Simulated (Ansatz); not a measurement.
# C₃H₆BN: basis-set convergence

Aim: see how fast density functionals converge with the basis set for C₃H₆BN.

The runs use Ansatz 0.2.0, Gaussian basis; one geometry, several basis sets.

The runs, in order: PBE0-D4/def2-SVP; ωB97M-V/def2-SVP; PBE0-D4/def2-QZVPP; ωB97M-V/def2-QZVPP; the functionals' def2-TZVPP values are taken from earlier runs.

1 further run of the same task is left out (it didn't finish).

## 1. The geometry

An earlier PBE0-D4 in a triple-zeta def2 set relaxation fixed the geometry.

SMILES `BC1CC=N1`, 11 atoms, charge 0, spin multiplicity 1.

Atoms are counted from 1 here; the program's logs count them from 0.

Bond lengths: B1–C2 1.536 Å, B1–H6 1.197 Å, B1–H7 1.196 Å, C2–C3 1.592 Å, C2–N5 1.483 Å, C2–H8 1.091 Å, C3–C4 1.493 Å, C3–H9 1.096 Å, C3–H10 1.090 Å, C4–N5 1.277 Å, C4–H11 1.089 Å. Angles: C2–B1–H6 118.6°, C2–B1–H7 120.5°, H6–B1–H7 120.4°, B1–C2–C3 100.0°, B1–C2–N5 120.2°, B1–C2–H8 117.3°, C3–C2–N5 88.0°, C3–C2–H8 113.3°, N5–C2–H8 112.8°, C2–C3–C4 79.9°, C2–C3–H9 118.6°, C2–C3–H10 113.6°, C4–C3–H9 116.3°, C4–C3–H10 117.4°, H9–C3–H10 108.9°, C3–C4–N5 100.6°, C3–C4–H11 132.7°, N5–C4–H11 126.6° and more.

## 2. PBE0-D4 in def2-SVP

Input file in.yaml:

```yaml
crystal:
  periodic: [false, false, false]
  atoms:
    - {symbol: B, position_ang: [-0.877619, 1.275421, 0.402901]}
    - {symbol: C, position_ang: [-0.289262, 0.340912, -0.665089]}
    - {symbol: C, position_ang: [0.903875, -0.310021, 0.163443]}
    - {symbol: C, position_ang: [0.109986, -1.533035, -0.157442]}
    - {symbol: N, position_ang: [-0.838193, -1.024440, -0.845870]}
    - {symbol: H, position_ang: [-0.458031, 2.393839, 0.480795]}
    - {symbol: H, position_ang: [-1.630618, 0.853119, 1.230289]}
    - {symbol: H, position_ang: [0.034312, 0.793546, -1.604027]}
    - {symbol: H, position_ang: [1.003627, -0.059885, 1.225617]}
    - {symbol: H, position_ang: [1.876976, -0.203304, -0.316874]}
    - {symbol: H, position_ang: [0.230346, -2.583053, 0.106758]}
basis:
  gaussian: {orbitals: def2-SVP}
hamiltonian: {xc: pbe0, dispersion: d4}
output: {orbitals: {seedname: orbitals}}
```

Further steps of the session: ωB97M-V in def2-SVP; PBE0-D4 in def2-QZVPP; ωB97M-V in def2-QZVPP.

Before running them: what should the planned runs give, taken together? Wanted: PBE0-D4: double and triple zeta above quadruple; ωB97M-V: double and triple zeta above quadruple.

The runs gave:

| quantity | value |
| --- | --- |
| PBE0-D4: double and triple zeta above quadruple | 6.20, 0.30 eV |
| ωB97M-V: double and triple zeta above quadruple | 6.49, 0.29 eV |

What this shows: For PBE0-D4 the step from double to triple zeta gains 5.89 eV and the next only 0.30 eV. Total energies overstate the basis error of differences, where much of it tends to cancel.
